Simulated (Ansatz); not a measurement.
# Zr3O: the cost of one run

Computed with Ansatz 0.2.0 (DFT PBEsol, scalar-relativistic, plane waves, PAW, unless a step's input says otherwise).

The COD entry's cell or inner coordinates are ideal or old and differ from later refinements, so a difference from it is no clean test against experiment.

1 further run of the same task is left out (set aside as unsound or not needed). Runs told in other sessions of the task aren't counted.

### Step 1. Starting point

Symmetry: P6_322, No. 182, hexagonal system. Conventional cell: a = 5.583 Å, b = 5.583 Å, c = 5.156 Å, α = 90.00°, β = 90.00°, γ = 120.00°. Around Zr (site symmetry 2) lie 2 O at 2.25 Å. O (site symmetry 32) has 6 Zr at 2.25 Å in its first shell of neighbours.

As a file:

```xyz
8
Lattice="5.5834 0.0000 0.0000 -2.7917 4.8354 0.0000 0.0000 0.0000 5.1559" Properties=species:S:1:pos:R:3 pbc="T T T"
Zr    1.8950    0.0000    0.0000
Zr    0.9475    1.6411    2.5780
Zr   -0.9475    1.6411    0.0000
Zr    3.6884    0.0000    2.5780
Zr    1.8442    3.1943    0.0000
Zr   -1.8442    3.1943    2.5780
O     0.0000    3.2236    1.2890
O     2.7917    1.6118    3.8669
```

It is the result of an earlier relaxation at this level (volume 17.40 Å³/atom; gap on the mesh: none (metal)).

### Step 2. The reference cell

Reference values: F = -25900.1955 eV; pressure 0.03 GPa; largest force 0.023 eV/Å; gap on the mesh none (metal). It was computed beforehand with the settings of the runs below.

### Step 3. Setting up biaxial against axial strain

The cell is strained by p along both x and y and by q along z, with fractional coordinates fixed.

### Step 4. At p = -0.080, q = -0.080

File input.yaml:

```yaml
crystal:
  lattice:
    - [5.1367206727, 0.0, 0.0]
    - [-2.5683603364, 4.4485305947, 0.0]
    - [0.0, 0.0, 4.7434584148]
  atoms:
    - { symbol: Zr, position: [0.3393912867, 0.0, 0.0] }
    - { symbol: Zr, position: [0.3393912867, 0.3393912867, 0.5] }
    - { symbol: Zr, position: [0.0, 0.3393912867, 0.0] }
    - { symbol: Zr, position: [0.6606087133, 0.0, 0.5] }
    - { symbol: Zr, position: [0.6606087133, 0.6606087133, 0.0] }
    - { symbol: Zr, position: [0.0, 0.6606087133, 0.5] }
    - { symbol: O, position: [0.3333333333, 0.6666666667, 0.25] }
    - { symbol: O, position: [0.6666666667, 0.3333333333, 0.75] }
basis:
  ecutwfc: 420
kpoints:
  mp_grid: { grid: [12, 12, 8] }
hamiltonian:
  xc: pbesol
scf:
  occupations: { method: gaussian, width: 0.15 }
output:
  forces: true
  stress: true
  eigenvalues: true
```

Started as:

```sh
ansatz run input.yaml --threads 2 --pin off --max-ram 5120MiB --backend cpu --events-out ev --progress --plain --runs-dir out
```

What time and memory should one allow on 2 threads of Intel Xeon 6975P-C (Granite Rapids), shared host?

About 9.3 s, with a peak of 0.66 GiB.
